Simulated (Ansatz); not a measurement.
# BH6NSn: the cost of one run

The runs use Ansatz 0.2.0, Gaussian basis; the settings change from run to run.

### Step 1. The molecule

The geometry comes from an earlier relaxation with PBE0-D4 in a triple-zeta def2 set; it is a stationary point, not always the lowest conformer. Sn takes a core potential in def2 sets; no spin-orbit term is included.

SMILES `[BH2][SnH2][NH2]`, 9 atoms, charge 0, spin multiplicity 1.

Atoms are counted from 1 here; the program's logs count them from 0.

Bond lengths: B1–Sn2 2.242 Å, B1–H4 1.194 Å, B1–H5 1.194 Å, Sn2–N3 2.040 Å, Sn2–H6 1.710 Å, Sn2–H7 1.725 Å, N3–H8 1.012 Å, N3–H9 1.012 Å. Angles: Sn2–B1–H4 120.9°, Sn2–B1–H5 120.7°, H4–B1–H5 118.4°, B1–Sn2–N3 108.5°, B1–Sn2–H6 114.5°, B1–Sn2–H7 110.5°, N3–Sn2–H6 104.3°, N3–Sn2–H7 112.0°, H6–Sn2–H7 106.9°, Sn2–N3–H8 112.9°, Sn2–N3–H9 113.3°, H8–N3–H9 107.1°.

### Step 2. wB97X-V/def2-TZVP

This run has high accuracy.

Contents of in.yaml:

```yaml
crystal:
  periodic: [false, false, false]
  atoms:
    - {symbol: B, position_ang: [-1.173105, 0.583400, -1.329898]}
    - {symbol: Sn, position_ang: [0.620339, 0.352507, -0.004934]}
    - {symbol: N, position_ang: [0.142444, -0.924142, 1.512760]}
    - {symbol: H, position_ang: [-2.092131, -0.175388, -1.254560]}
    - {symbol: H, position_ang: [-1.223724, 1.457388, -2.142030]}
    - {symbol: H, position_ang: [1.107162, 1.787512, 0.787993]}
    - {symbol: H, position_ang: [1.976704, -0.203720, -0.914729]}
    - {symbol: H, position_ang: [-0.181626, -1.824475, 1.181982]}
    - {symbol: H, position_ang: [0.912336, -1.099481, 2.146314]}
basis:
  gaussian: {orbitals: def2-TZVP}
hamiltonian: {xc: {name: wB97X-V}}
accuracy: high
output: {forces: true}
```

On the command line:

```
ansatz run in.yaml --threads 2 --pin off --events-out ev --progress --plain --max-ram 4352MiB
```

**Question.** How long does this run take on 2 threads of Arm Neoverse V1, shared host, and how much memory does it need?

About 56 s, with a peak of 0.89 GiB.
